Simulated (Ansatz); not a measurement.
Run this with Ansatz's Python interface and show what comes out.

The script, `bde_ch5brgeo.py`:
```python
'''Cost of removing each kind of hydrogen from CH5BrGeO, fragments frozen.'''

import ansatz as az

BASIS_SET = '6-31G*'
FUNCTIONAL = 'HF'


def energy(molecule, charge=0, unpaired=0):
    calc = (
        molecule.calculation()
        .basis(gaussian=BASIS_SET)
        .functional(FUNCTIONAL)
    )
    if charge:
        calc = calc.charge(charge)
    if unpaired:
        calc = calc.spin('collinear', total=unpaired)
    return calc.run().report['free_energy_ev']

def without(molecule, index):
    rest = az.Crystal.molecule()
    for i, site in enumerate(molecule.cartesian_sites):
        if i != index:
            rest = rest.atom(site.symbol, site.position_ang)
    return rest

geometry_ang = [
    ('C', (0.5193, 1.2314, 0.2172)),
    ('O', (0.8603, -0.0473, 0.4708)),
    ('Ge', (-0.446, -1.1325, -0.1927)),
    ('Br', (0.2538, -3.3361, 0.2282)),
    ('H', (0.391, 1.4514, -0.907)),
    ('H', (-0.4851, 1.5386, 0.7178)),
    ('H', (1.275, 1.9643, 0.6042)),
    ('H', (-1.7269, -0.8136, 0.51)),
    ('H', (-0.5528, -0.9026, -1.6656)),
]
ch5brgeo = az.Crystal.molecule()
for symbol, xyz in geometry_ang:
    ch5brgeo = ch5brgeo.atom(symbol, xyz)

whole = energy(ch5brgeo, 0)
hydrogen = energy(az.Crystal.molecule().atom('H', (0, 0, 0)), 0, 1)
print(f'E(molecule) = {whole:.5f} eV, E(H) = {hydrogen:.5f} eV')
for index in [6, 8]:
    radical = energy(without(ch5brgeo, index), 0, 1)
    print(f'H{index}: homolysis {23.060548 * (radical + hydrogen - whole):.1f} kcal/mol')
```

```console
$ python bde_ch5brgeo.py
E(molecule) = -129603.80736 eV, E(H) = -13.55761 eV
H6: homolysis 85.8 kcal/mol
H8: homolysis 68.0 kcal/mol
```

Notes:
- Total energies depend on the basis set; only differences at equal settings carry meaning.
- The geometry is a force-field or estimated start, not a minimum of this method, and the basis set is short of its limit. All parts are taken at fixed geometry, without zero-point energy.
- Hartree-Fock leaves correlation out, so bond, atomisation and ionisation energies come out well too low.
- The spin-orbit lowering of heavy atoms is left out.
- Timing: 19 s on 1 thread of Arm Neoverse V1, on a shared host, peak memory 0.36 GiB.
